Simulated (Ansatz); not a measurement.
# NiO: the cost of one run

Program: Ansatz 0.2.0. Level of theory: DFT PBE+U (U_eff = 6.2 eV on Ni 3d), scalar-relativistic, plane waves, PAW. These are calculated values, not measurements.

### Step 1. The starting structure

It takes space group Fm-3m (No. 225, cubic). Conventional cell: a = 4.172 Å, b = 4.172 Å, c = 4.172 Å, α = 90.00°, β = 90.00°, γ = 90.00°. Around Ni (site symmetry m-3m) lie 6 O at 2.09 Å. O (site symmetry m-3m) has 6 Ni at 2.09 Å as nearest neighbours.

As a file:

```xyz
2
Lattice="0.0000 2.0859 2.0859 2.0859 0.0000 2.0859 2.0859 2.0859 0.0000" Properties=species:S:1:pos:R:3 pbc="T T T"
Ni    0.0000    0.0000    0.0000
O     2.0859    2.0859    2.0859
```

The moments start at Ni 2.00 μB.

### Step 2. First run, at the start cell

Contents of input.yaml:

```yaml
crystal:
  lattice:
    - [0.0, 2.0859016414, 2.0859016414]
    - [2.0859016414, 0.0, 2.0859016414]
    - [2.0859016414, 2.0859016414, 0.0]
  atoms:
    - { symbol: Ni, position: [0.0, 0.0, 0.0], spin: 2.0 }
    - { symbol: O, position: [0.5, 0.5, 0.5] }
basis:
  ecutwfc: 420
  ecutrho_ratio: 4
kpoints:
  mp_grid: { grid: [6, 6, 6] }
hamiltonian:
  xc: pbe
  hubbard: { sites: [{ species: Ni, l: d, u_eff: 6.2 }] }
scf:
  occupations: { method: gaussian, width: 0.05 }
output:
  forces: true
  stress: true
  eigenvalues: true
  populations: true
  hubbard: { sites: [{ species: Ni, l: d }] }
magnetization:
  spin_polarized: true
```

The run is started by

```sh
$ ansatz run input.yaml --threads 4 --pin off --max-ram 10240MiB --backend cpu --events-out ev --progress --plain --runs-dir out
```

Q: Estimate wall time and peak memory on 4 threads of Arm Neoverse V1, shared host.

About 1.5 s, with a peak of 0.31 GiB.
